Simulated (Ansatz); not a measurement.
# GaIr: how the settings move a single-point run

Question: which choices in the input matter for GaIr?

Method: reference: DFT, PBEsol, PAW with Ansatz's default frozen-core files, scalar-relativistic; levels and slopes on a fine mesh, independent-particle optical spectra, in Ansatz 0.2.0.

### 1 The system as given

Symmetry: Pm-3m, No. 221, cubic system. Conventional cell: a = 3.020 Å, b = 3.020 Å, c = 3.020 Å, α = 90.00°, β = 90.00°, γ = 90.00°. Ga (site symmetry m-3m) has 8 Ir at 2.62 Å as nearest neighbours. Ir (site symmetry m-3m) is surrounded by 8 Ga at 2.62 Å.

Coordinates:

```
Ga Ir
1.0
     3.01966    0.00000    0.00000
     0.00000    3.01966    0.00000
     0.00000    0.00000    3.01966
Ga Ir
1 1
Direct
  0.00000 0.00000 0.00000
  0.50000 0.50000 0.50000
```

### 2 Reference

input.yaml reads:

```yaml
crystal:
  lattice:
    - [3.01966063023, 0.0, 0.0]
    - [0.0, 3.01966063023, 0.0]
    - [0.0, 0.0, 3.01966063023]
  atoms:
    - { symbol: Ga, position: [0.0, 0.0, 0.0] }
    - { symbol: Ir, position: [0.5, 0.5, 0.5] }
kpoints:
  mp_grid: { grid: [10, 10, 10] }
scf:
  occupations: { method: fermi_dirac, width: 0.1 }
hamiltonian:
  xc: pbesol
  pseudopotentials: { kind: paw }
output:
  forces: true
  stress: true
  eigenvalues: true
  eigenstates:
    nscf_kmesh: { grid: [20, 20, 20] }
    de_dk: true
    e_range: [-14, 14]
  optics:
    e_range: [0, 20]
    de: 0.2
    sigma: 0.1
    bands: { spectra_wanted_up_to: 20 }
    nscf_kmesh: { grid: [20, 20, 20] }
    drude_damping: 0.05
checkpoint:
  write: ck
  write_wavefunctions: false
```

Launch:

```sh
$ ansatz run input.yaml --threads 1 --pin off --max-ram 3072MiB --backend cpu --events-out ev --progress --plain --runs-dir out
```

### 3 Variant: chi_scale 0.1, ecutwfc 550 eV

input.yaml, as its differences from that of step 2:

```diff
@@ -12,2 +12,3 @@
   occupations: { method: fermi_dirac, width: 0.1 }
+  initial_density: { chi_scale: 0.1 }
 hamiltonian:
@@ -33 +34,3 @@
   write_wavefunctions: false
+basis:
+  ecutwfc: "550 eV"
```

Before running it: what results should come out? Wanted: for each run, ending; energy change; pressure; gap; force.

The runs gave:

```csv
run,ending,energy change,pressure (GPa),gap (eV),force (eV/Å),cycles,time
reference,converged,0,0.0,0.00,0.00,-,1.9 min
"1: chi_scale 0.1, ecutwfc 550 eV",converged,-2.0 meV/atom,0.0,0.00,0.00,8,2.3 min
```

Residual by cycle in the longest SCF loop of each run; runs are numbered as in the table. The quantity is the density residual dr2, in eV.

```csv
cycle,reference,run 1
1,0.0164,0.428
2,0.00767,0.142
3,6.3e-4,3.1e-4
4,1.3e-5,1.2e-4
5,1.6e-7,6.7e-7
6,2.2e-9,5.7e-8
7,5.8e-12,1.2e-9
8,1.2e-13,8.0e-12
```

What this shows: Changing the start and cutoff moves the energy by -2.0 meV/atom.
